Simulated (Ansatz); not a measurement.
# Al2In3As5: the cost of one run

Method: DFT PBE, scalar-relativistic, plane waves, PAW, in Ansatz 0.2.0.

## Step 1: The starting structure

Symmetry: I-4m2, No. 119, tetragonal system. The conventional cell has a = 4.005 Å, b = 4.005 Å, c = 28.319 Å, α = 90.00°, β = 90.00°, γ = 90.00°. Around Al (site symmetry 2mm) lie 4 As at 2.45 Å. In (site symmetry 2mm) has 4 As at 2.45 Å in its first shell of neighbours. Around In (site symmetry -4m2) lie 4 As at 2.45 Å. As (site symmetry 2mm) has 2 Al at 2.45 Å and 2 In at 2.45 Å in its first shell of neighbours. Around As (site symmetry 2mm) lie 4 In at 2.45 Å. As (site symmetry -4m2) is surrounded by 4 Al at 2.45 Å.

Coordinates:

```cif
data_structure
_symmetry_space_group_name_H-M 'P 1'
_symmetry_Int_Tables_number 1
_cell_length_a 14.4400
_cell_length_b 14.4400
_cell_length_c 14.4400
_cell_angle_alpha 164.058
_cell_angle_beta 164.058
_cell_angle_gamma 22.620
_cell_volume 227.11
loop_
_atom_site_label
_atom_site_type_symbol
_atom_site_fract_x
_atom_site_fract_y
_atom_site_fract_z
_atom_site_occupancy
Al1 Al 0.70000 0.70000 0.00000 1
Al2 Al 0.30000 0.30000 0.00000 1
In1 In 0.10000 0.10000 0.00000 1
In2 In 0.50000 0.50000 0.00000 1
In3 In 0.90000 0.90000 0.00000 1
As1 As 0.15000 0.65000 0.50000 1
As2 As 0.55000 0.05000 0.50000 1
As3 As 0.95000 0.45000 0.50000 1
As4 As 0.35000 0.85000 0.50000 1
As5 As 0.75000 0.25000 0.50000 1
```

The start is an ordering of an alloy on its end members' structure types: elements ordered on the sites of the AlAs type, Al/In on Al (I-4m2, No. 119).

## Step 2: A first look at the guess

File input.yaml:

```yaml
crystal:
  lattice:
    - [-2.00246916, 2.00246916, 14.15959525]
    - [2.00246916, -2.00246916, 14.15959525]
    - [2.00246916, 2.00246916, -14.15959525]
  atoms:
    - { symbol: Al, position: [0.7, 0.7, 0.0] }
    - { symbol: Al, position: [0.3, 0.3, 0.0] }
    - { symbol: In, position: [0.1, 0.1, 0.0] }
    - { symbol: In, position: [0.5, 0.5, 0.0] }
    - { symbol: In, position: [0.9, 0.9, 0.0] }
    - { symbol: As, position: [0.15, 0.65, 0.5] }
    - { symbol: As, position: [0.55, 0.05, 0.5] }
    - { symbol: As, position: [0.95, 0.45, 0.5] }
    - { symbol: As, position: [0.35, 0.85, 0.5] }
    - { symbol: As, position: [0.75, 0.25, 0.5] }
basis:
  ecutwfc: 420
kpoints:
  mp_grid: { grid: [6, 6, 6] }
hamiltonian:
  xc: pbe
scf:
  occupations: { method: gaussian, width: 0.1 }
  lower_state_search: "off"
output:
  forces: true
  stress: true
  eigenvalues: true
```

Launch:

```bash
ansatz run input.yaml --threads 4 --pin off --max-ram 8192MiB --backend cpu --events-out ev --progress --plain --runs-dir out
```

**Question.** How long does this run take on 4 threads of Intel Xeon at 2.50GHz (Skylake/Cascade Lake), shared host, and how much memory does it need?

About 17 s, with a peak of 0.82 GiB.
